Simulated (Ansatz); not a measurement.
# AlH3O2: the cost of one run

Method: PBE0-D4/def2-TZVP structures, single points in def2-TZVPP, no counterpoise correction; program: Ansatz 0.2.0, Gaussian basis.

Levels: SPW92, PBE-D4, BLYP-D4, r2SCAN-D4, B97M-V, PBE0-D4, B3LYP-D4, r2SCAN0-D4, BHLYP-D4, CAM-B3LYP-D4, wB97X-V, wB97M-V, B2PLYP, PBE-QIDH, RPA on PBE, Hartree-Fock, MP2, CCSD, CCSD(T).

Correlated methods freeze the cores. B3LYP uses VWN-RPA correlation. B2PLYP carries no dispersion term here.

94 further runs of the same task are left out: 94 set aside as unsound or not needed.

### Step 1. Starting geometry

The complex: 9 atoms, charge 0, spin multiplicity 1.

Atoms are counted from 1 here; the program's logs count them from 0.

Bond lengths: Al1–O2 1.993 Å, Al1–O3 1.706 Å, Al1–O4 1.737 Å, Al1–H6 1.585 Å, O2–H5 0.963 Å, O2–H7 0.972 Å, O3–H8 0.955 Å, O4–H9 0.953 Å. Angles: O2–Al1–O3 109.4°, O2–Al1–O4 84.3°, O2–Al1–H6 100.9°, O3–Al1–O4 120.0°, O3–Al1–H6 114.4°, O4–Al1–H6 119.7°, Al1–O2–H5 114.8°, Al1–O2–H7 97.2°, H5–O2–H7 108.4°, Al1–O3–H8 123.1°, Al1–O4–H9 125.9°.

Coordinates:

```xyz
9
charge 0, multiplicity 1
Al   -0.2250    0.1354    0.5780
O     0.7037    0.8005   -1.0548
O     0.9268   -0.4994    1.6649
O    -1.0475   -0.9186   -0.5307
H     0.5644    1.7337   -1.2477
H    -0.9385    1.4599    1.0782
H     0.2024    0.2757   -1.7022
H     1.3962   -1.3158    1.5081
H    -1.5825   -1.6714   -0.2941
```

Its parts: AlH3O2 holds atoms 1, 3, 4, 6, 8, 9; H2O holds atoms 2, 5, 7. Each part counts its atoms afresh in its own runs.

### Step 2. Relaxing AlH3O2 alone

The input, relax-a/in.yaml:

```yaml
crystal:
  periodic: [false, false, false]
  atoms:
    - {symbol: Al, position_ang: [-0.224978, 0.135358, 0.578046]}
    - {symbol: O, position_ang: [0.926775, -0.499378, 1.664950]}
    - {symbol: O, position_ang: [-1.047527, -0.918604, -0.530697]}
    - {symbol: H, position_ang: [-0.938460, 1.459884, 1.078181]}
    - {symbol: H, position_ang: [1.396224, -1.315786, 1.508095]}
    - {symbol: H, position_ang: [-1.582529, -1.671363, -0.294116]}
basis:
  gaussian: {orbitals: def2-TZVP}
hamiltonian: {xc: pbe0, dispersion: d4}
relax: {f_tol: 0.005, max_steps: 200}
```

The run is started by

```bash
ansatz run in.yaml --threads 4 --pin off --events-out ev --progress --plain --max-ram 9574MiB
```

**Question.** How long does this run take on 4 threads of Arm Neoverse V1, shared host?

About 7.5 s.
